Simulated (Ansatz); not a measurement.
# SiGeH3+ (triplet): from Hartree-Fock to the top rungs, cc-pVDZ

Aim: climb from Hartree-Fock through coupled cluster and multireference methods for SiGeH3+ (triplet) at one geometry and basis, and see what each rung misses.

Method: cc-pVDZ, core rule «outside noble gas», up to 19 orbitals frozen; program: Ansatz 0.2.0, Gaussian basis.

To be run: UHF; CCSD(T) on ROHF; CCSD(T) on UHF; BCCD(T) on ROHF; CISD; CCSDT(Q) on ROHF; CCSDT(Q) on UHF; CASSCF and NEVPT2, 10 electrons in 11 orbitals.

21 further runs of the same task are left out: 2 for a mislabelled method, 9 that didn't finish, 10 set aside as unsound or not needed.

### 1 The geometry

The geometry is a PBE0/def2-TZVP stationary point (not a proven minimum) of the parent state, kept for this charge and spin. No spin-orbit coupling is included. The filled d shell of Ge may be among the frozen orbitals whatever the setting's name suggests; the logs give the count.

5 atoms, charge 1, spin multiplicity 3.

Atoms are counted from 1 here; the program's logs count them from 0.

Bond lengths: Si1–Ge2 2.352 Å, Si1–H3 1.492 Å, Si1–H4 1.492 Å, Ge2–H5 1.595 Å. Angles: Ge2–Si1–H3 129.6°, Ge2–Si1–H4 123.5°, H3–Si1–H4 106.9°, Si1–Ge2–H5 86.6°.

### 2 UHF

in.yaml reads:

```yaml
crystal:
  periodic: [false, false, false]
  atoms:
    - {symbol: Si, position_ang: [0.000000, 0.018056, 1.651607]}
    - {symbol: Ge, position_ang: [0.000000, -0.028376, -0.700224]}
    - {symbol: H, position_ang: [0.000000, 1.185718, 2.580640]}
    - {symbol: H, position_ang: [0.000000, -1.209392, 2.499223]}
    - {symbol: H, position_ang: [0.000000, 1.565561, -0.637062]}
basis:
  gaussian: {orbitals: cc-pVDZ}
total_charge: 1
magnetization: {spin_polarized: true, initial_magnetization: 2}
hamiltonian: {xc: hf}
output: {orbitals: {seedname: orbitals}}
```

Launch:

```sh
$ ansatz run in.yaml --threads 1 --pin off --events-out ev --progress --plain --max-ram 2393MiB
```

The runs that follow: CCSD(T) on ROHF; CCSD(T) on UHF; BCCD(T) on ROHF; CISD; CCSDT(Q) on ROHF; CCSDT(Q) on UHF; CASSCF and NEVPT2, 10 electrons in 11 orbitals.

Q: Predict the results of all the runs planned. Wanted: UCCSDT(Q) below the RHF energy; RMP2 from UCCSDT(Q); UMP2 from UCCSDT(Q); RCCSD from UCCSDT(Q); RCCSD(T) from UCCSDT(Q); UCCSD(T) from UCCSDT(Q); RCCSDT(Q) from UCCSDT(Q); NEVPT2 valence from UCCSDT(Q); T1 diagnostic.

The runs gave:

```
                         quantity                      value
   UCCSDT(Q) below the RHF energy                 -5.2026 eV
              RMP2 from UCCSDT(Q)                +1269.1 meV
              UMP2 from UCCSDT(Q)                +1259.8 meV
             RCCSD from UCCSDT(Q)                 +223.0 meV
          RCCSD(T) from UCCSDT(Q)                  +61.3 meV
          UCCSD(T) from UCCSDT(Q)                  +53.2 meV
         RCCSDT(Q) from UCCSDT(Q)                   +8.0 meV
    NEVPT2 valence from UCCSDT(Q)                 +877.4 meV
levels within 1 kcal/mol (43 meV)  RCCSDT, UCCSDT, RCCSDT(Q)
                    T1 diagnostic                      0.033
   effectively unpaired electrons                       2.04
```

**Reading.** RCCSD(T) lands +61.3 meV from the yardstick (1.2 % of the correlation energy). One determinant dominates. These misses are within one basis, not against nature; the frozen cores of restricted and unrestricted runs differ, which can shift their rows.
